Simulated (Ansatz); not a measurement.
# GaH2+ (triplet): B3LYP, CAM-B3LYP, wB97M-V over a scan of the angle H2–Ga1–H3, cc-pVTZ

Aim: run GaH2+ (triplet) with these functionals over a scan of the angle H2–Ga1–H3, and hold them against the top wave-function level at the same points.

Program: Ansatz 0.2.0, Gaussian basis. Level of theory: cc-pVTZ, all electrons in the functionals. These are calculated values, not measurements.

The runs, in order: B3LYP, CAM-B3LYP, wB97M-V, at 71.9°; 73.6°; 89.2°; 106.3°; 125.9°; 143.1°; 155.6°; 180.0°.

9 further runs of the same task are left out: 6 that didn't finish, 3 set aside as unsound or not needed.

## 1. The geometry

The geometry derives from a PBE0/def2-TZVP stationary point (not a proven minimum). One angle is set to the value named; bond lengths are kept. No spin-orbit coupling is included. The filled d shell of Ga may be among the frozen orbitals whatever the setting's name suggests; the logs give the count.

3 atoms, charge 1, spin multiplicity 3.

Atoms are counted from 1 here; the program's logs count them from 0.

Bond lengths: Ga1–H2 1.768 Å, Ga1–H3 1.768 Å. Angles: H2–Ga1–H3 71.9°.

No dispersion term is added; wB97M-V holds VV10 nonlocal correlation. B3LYP takes the VWN-RPA correlation.

The geometry shown and the zero of energy belong to the point 71.9°. The yardstick, FCI, and other wave-function levels (R restricted, U unrestricted, valence and pair active spaces) come from earlier runs.

## 2. B3LYP, 71.9°

The input, in.yaml:

```yaml
crystal:
  periodic: [false, false, false]
  atoms:
    - {symbol: Ga, position_ang: [0.000000, 0.000000, -0.040218]}
    - {symbol: H, position_ang: [0.000000, 1.038252, 1.391008]}
    - {symbol: H, position_ang: [0.000000, -1.038252, 1.391008]}
basis:
  gaussian: {orbitals: cc-pVTZ}
total_charge: 1
magnetization: {spin_polarized: true, initial_magnetization: 2}
hamiltonian: {xc: {name: B3LYP}}
```

The run is started by

```bash
ansatz run in.yaml --threads 1 --pin off --events-out ev --progress --plain --max-ram 2393MiB
```

After this run come: B3LYP, 73.6°; B3LYP, 89.2°; B3LYP, 106.3°; B3LYP, 125.9°; B3LYP, 143.1°; B3LYP, 155.6°; B3LYP, 180.0°; CAM-B3LYP, 71.9°; CAM-B3LYP, 73.6°; CAM-B3LYP, 89.2°; CAM-B3LYP, 106.3°; CAM-B3LYP, 125.9°; CAM-B3LYP, 143.1°; CAM-B3LYP, 155.6°; CAM-B3LYP, 180.0°; wB97M-V, 71.9°; wB97M-V, 73.6°; wB97M-V, 89.2°; wB97M-V, 106.3°; wB97M-V, 125.9°; wB97M-V, 143.1°; wB97M-V, 155.6°; wB97M-V, 180.0°.

Before running them: what should the planned runs give, taken together? Wanted: span of the FCI curve; largest miss, B3LYP; largest miss, CAM-B3LYP; largest miss, wB97M-V.

As calculated:

| quantity | value |
| --- | --- |
| span of the FCI curve | 42.2 kcal/mol |
| largest miss, B3LYP | -3.8 kcal/mol (180.0°) |
| largest miss, CAM-B3LYP | -1.9 kcal/mol (180.0°) |
| largest miss, wB97M-V | -1.3 kcal/mol (155.6°) |

**Reading.** Of the functionals, wB97M-V keep the smallest largest miss at the points compared (at most 1.3 kcal/mol) and B3LYP strays most (3.8 kcal/mol, at 180.0°). Functionals and the yardstick converge differently with the basis, so part of each miss in cc-pVTZ is the basis.
